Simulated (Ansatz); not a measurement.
What does this script print? It uses Ansatz 0.2.0, Python API.

Input file `tan_tan.cif`:
```cif
data_TaN
_cell_length_a 2.938000
_cell_length_b 2.938000
_cell_length_c 2.883000
_cell_angle_alpha 90.00000
_cell_angle_beta 90.00000
_cell_angle_gamma 120.00000
_symmetry_space_group_name_H-M 'P 1'
_symmetry_Int_Tables_number 1
loop_
_symmetry_equiv_pos_as_xyz
'x, y, z'
loop_
_atom_site_label
_atom_site_type_symbol
_atom_site_fract_x
_atom_site_fract_y
_atom_site_fract_z
Ta1 Ta    0.333333    0.666667    0.500000
N2 N    0.000000    0.000000    0.000000
```

The script reads `tan_ta.cif`:
```cif
data_Ta
_cell_length_a 2.860101
_cell_length_b 2.860101
_cell_length_c 2.860101
_cell_angle_alpha 109.47122
_cell_angle_beta 109.47122
_cell_angle_gamma 109.47122
_symmetry_space_group_name_H-M 'P 1'
_symmetry_Int_Tables_number 1
loop_
_symmetry_equiv_pos_as_xyz
'x, y, z'
loop_
_atom_site_label
_atom_site_type_symbol
_atom_site_fract_x
_atom_site_fract_y
_atom_site_fract_z
Ta1 Ta    0.000000    0.000000    0.000000
```

The script reads `tan_n2.xyz`:
```text
2
Lattice="9.0 0.0 0.0 0.0 9.5 0.0 0.0 0.0 10.0" Properties=species:S:1:pos:R:3 pbc="T T T"
N     4.50000000    4.75000000    4.44500000
N     4.50000000    4.75000000    5.55500000
```

Script `formation.py`:
```python
"""Formation energy of TaN from the elements, after relaxing cells and atoms."""

from collections import Counter
import warnings

import ansatz as az
from ase.io import read
import numpy as np

XC = "r2scan"
CUTOFF_EV = 620
K_SPACING = 0.3
OCCUPATIONS = "fermi_dirac"
SIGMA = 0.05

GASES = {"N2"}


def run_phase(name, crystal):
    calc = (
        crystal.calculation()
        .functional(XC)
        .basis(CUTOFF_EV)
        .kpoints(spacing=K_SPACING)
        .occupations(OCCUPATIONS, width=SIGMA)
        .stress()
    )
    if name in GASES:
        return calc.kpoints(1, 1, 1).relax(force_tolerance=0.01).run(threads=1, backend="cpu")
    calc = calc.relax(force_tolerance=0.01, cell=True)
    return calc.run(threads=1, backend="cpu")


def counts(outcome):
    return Counter(site.symbol for site in outcome.lattice.sites)

def formation_energy(outcome, mu):
    n = counts(outcome)
    return (outcome.report["energy_sigma0_ev"] - sum(k * mu[element] for element, k in n.items())) / sum(n.values())


def volume_per_atom(outcome):
    return abs(np.linalg.det(outcome.lattice.cell_ang)) / len(outcome.lattice.sites)


def main() -> None:
    warnings.simplefilter("ignore", az.DeckWarning)

    phases = {}
    atoms = read("tan_tan.cif")
    tan = az.Crystal.from_ase(atoms)
    phases["TaN"] = tan
    atoms = read("tan_ta.cif")
    ta = az.Crystal.from_ase(atoms)
    phases["Ta"] = ta
    n2 = az.Crystal.from_extxyz("tan_n2.xyz")
    phases["N2"] = n2

    done = {}
    for name, crystal in phases.items():
        done[name] = run_phase(name, crystal)
        print(f"{name}: {done[name].report['energy_sigma0_ev']:.4f} eV, {len(done[name].lattice.sites)} atoms")

    # chemical potentials of the elements at zero temperature
    references = {"Ta": "Ta", "N": "N2"}
    mu = {element: done[name].report["energy_sigma0_ev"] / len(done[name].lattice.sites) for element, name in references.items()}

    target = done["TaN"]
    heat = formation_energy(target, mu)
    rows = [(name, len(o.lattice.sites), volume_per_atom(o), formation_energy(o, mu)) for name, o in done.items()]
    print("| phase | atoms | V (A^3/atom) | E_form (eV/atom) |")
    print("| --- | --- | --- | --- |")
    for row in rows:
        print(f"| {row[0]} | {row[1]:d} | {row[2]:.3f} | {row[3]:.4f} |")
    # no correction for the overbinding of the gas molecule is applied


if __name__ == "__main__":
    main()
```

```console
$ python formation.py
TaN: -10331.8079 eV, 2 atoms
Ta: -9944.3037 eV, 1 atoms
N2: -769.6293 eV, 2 atoms
| phase | atoms | V (A^3/atom) | E_form (eV/atom) |
| --- | --- | --- | --- |
| TaN | 2 | 10.768 | -1.3448 |
| Ta | 1 | 18.177 | 0.0000 |
| N2 | 2 | 427.500 | 0.0000 |
```

What to keep in mind:
- Total energies depend on the potentials; only differences at equal settings carry meaning.
- No spin polarisation was allowed.
- For the metals among these phases the mesh is modest: differences between phases can be off by up to 40 meV an atom.
- The program warned that this SCF threshold is loose for forces or stresses.
- Spin-orbit coupling, which matters for elements this heavy, is left out.
- The cells come from databases of deposited and of computed structures, and not all need be stable phases.
- The compound is the structure given, not necessarily its lowest; energies are at zero temperature, with no correction for gases. A semilocal functional's error on such energies is often 0.05 to 0.1 eV an atom, and 0.1 to 0.3 eV against gases such as O2 or F2.
- The script silences the warnings on its input, which a real study should read.
- Wall time of the script: 2.3 min on 1 thread of Intel(R) Xeon(R) Platinum 8488C (Sapphire Rapids), with other jobs on the host, peak memory 2.3 GiB.
